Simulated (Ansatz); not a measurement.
# CH₅Ge− (SMILES [CH2-][GeH3]): functionals against CCSD(T) at one geometry

The atoms stand at a structure displaced at random from a GFN2-xTB minimum. How far do the functionals agree with CCSD(T) there?

Method: single points in def2-TZVPPD; program: Ansatz 0.2.0, Gaussian basis.

Correlated methods freeze the cores. Filled d shells of the heavier atoms are correlated.

### 1 Where the work starts

SMILES `[CH2-][GeH3]`, 7 atoms, charge -1, spin multiplicity 1.

Atoms are counted from 1 here; the program's logs count them from 0.

Bond lengths: C1–Ge2 1.787 Å, C1–H3 1.070 Å, C1–H4 1.249 Å, Ge2–H5 1.553 Å, Ge2–H6 1.566 Å, Ge2–H7 1.446 Å. Angles: Ge2–C1–H3 110.5°, Ge2–C1–H4 106.6°, H3–C1–H4 99.2°, C1–Ge2–H5 110.0°, C1–Ge2–H6 141.1°, C1–Ge2–H7 115.1°, H5–Ge2–H6 86.9°, H5–Ge2–H7 105.4°, H6–Ge2–H7 92.0°.

Coordinates:

| atom | x (Å) | y (Å) | z (Å) |
| --- | --- | --- | --- |
| C1 | -0.09570 | -1.26210 | -0.17540 |
| Ge2 | 0.16720 | 0.49820 | -0.01930 |
| H3 | -1.13320 | -1.49780 | -0.06130 |
| H4 | 0.34300 | -1.78230 | 0.87240 |
| H5 | -0.46370 | 1.23970 | -1.22940 |
| H6 | -0.27020 | 1.72370 | 0.85150 |
| H7 | 1.55210 | 0.91280 | 0.00410 |

### 2 CCSD(T)/def2-TZVPPD

run/in.yaml reads:

```yaml
crystal:
  periodic: [false, false, false]
  atoms:
    - {symbol: C, position_ang: [-0.095700, -1.262100, -0.175400]}
    - {symbol: Ge, position_ang: [0.167200, 0.498200, -0.019300]}
    - {symbol: H, position_ang: [-1.133200, -1.497800, -0.061300]}
    - {symbol: H, position_ang: [0.343000, -1.782300, 0.872400]}
    - {symbol: H, position_ang: [-0.463700, 1.239700, -1.229400]}
    - {symbol: H, position_ang: [-0.270200, 1.723700, 0.851500]}
    - {symbol: H, position_ang: [1.552100, 0.912800, 0.004100]}
basis:
  gaussian: {orbitals: "def2-TZVPPD.json"}
total_charge: -1
correlation: {method: ccsd_t}
output: {forces: true}
```

The basis file named in the input lies beside it (Basis Set Exchange, JSON).

The command line of these runs was not kept.

### 3 PBE0-D4/def2-TZVPPD

run/in.yaml: that of step 2 with these lines changed.

```diff
@@ -13,3 +13,3 @@
 total_charge: -1
-correlation: {method: ccsd_t}
-output: {forces: true}
+hamiltonian: {xc: pbe0, dispersion: d4}
+output: {forces: true, orbitals: {seedname: orbitals}}
```

### 4 wB97M-V/def2-TZVPPD

run/in.yaml: that of step 3 with these lines changed.

```diff
@@ -13,3 +13,3 @@
 total_charge: -1
-hamiltonian: {xc: pbe0, dispersion: d4}
-output: {forces: true, orbitals: {seedname: orbitals}}
+hamiltonian: {xc: {name: wB97M-V}}
+output: {forces: true}
```

### 5 r2SCAN-D4/def2-TZVPPD

run/in.yaml: that of step 4 with these lines changed.

```diff
@@ -13,3 +13,3 @@
 total_charge: -1
-hamiltonian: {xc: {name: wB97M-V}}
+hamiltonian: {xc: r2scan, dispersion: d4}
 output: {forces: true}
```

### 6 PBE-D4/def2-TZVPPD

run/in.yaml: that of step 5 with these lines changed.

```diff
@@ -13,3 +13,3 @@
 total_charge: -1
-hamiltonian: {xc: r2scan, dispersion: d4}
+hamiltonian: {xc: pbe, dispersion: d4}
 output: {forces: true}
```

### 7 BHLYP-D4/def2-TZVPPD

run/in.yaml: that of step 6 with these lines changed.

```diff
@@ -13,3 +13,3 @@
 total_charge: -1
-hamiltonian: {xc: pbe, dispersion: d4}
+hamiltonian: {xc: {name: BHLYP}, dispersion: d4}
 output: {forces: true}
```

### 8 HSE06-D4/def2-TZVPPD

run/in.yaml: that of step 7 with these lines changed.

```diff
@@ -13,3 +13,3 @@
 total_charge: -1
-hamiltonian: {xc: {name: BHLYP}, dispersion: d4}
+hamiltonian: {xc: hse06, dispersion: d4}
 output: {forces: true}
```

(Steps that only read results are left out.)

What does the calculation give? Wanted: RMS force component; RMS force error; HOMO and LUMO, PBE0-D4; T1 diagnostic.

The runs gave:

```
              quantity                                                                                             value
   RMS force component                                                              1.470 to 1.559 eV/Å over the methods
       RMS force error  PBE0-D4 0.115, wB97M-V 0.080, r2SCAN-D4 0.101, PBE-D4 0.178, BHLYP-D4 0.153, HSE06-D4 0.115 eV/Å
HOMO and LUMO, PBE0-D4                                                                                  0.03 and 4.53 eV
         T1 diagnostic                                                                                             0.013
```

For forces wB97M-V does best and PBE-D4 worst. Frozen-core CCSD(T) forces in triple zeta carry basis errors of their own, and this is one geometry, so small gaps rank nothing.
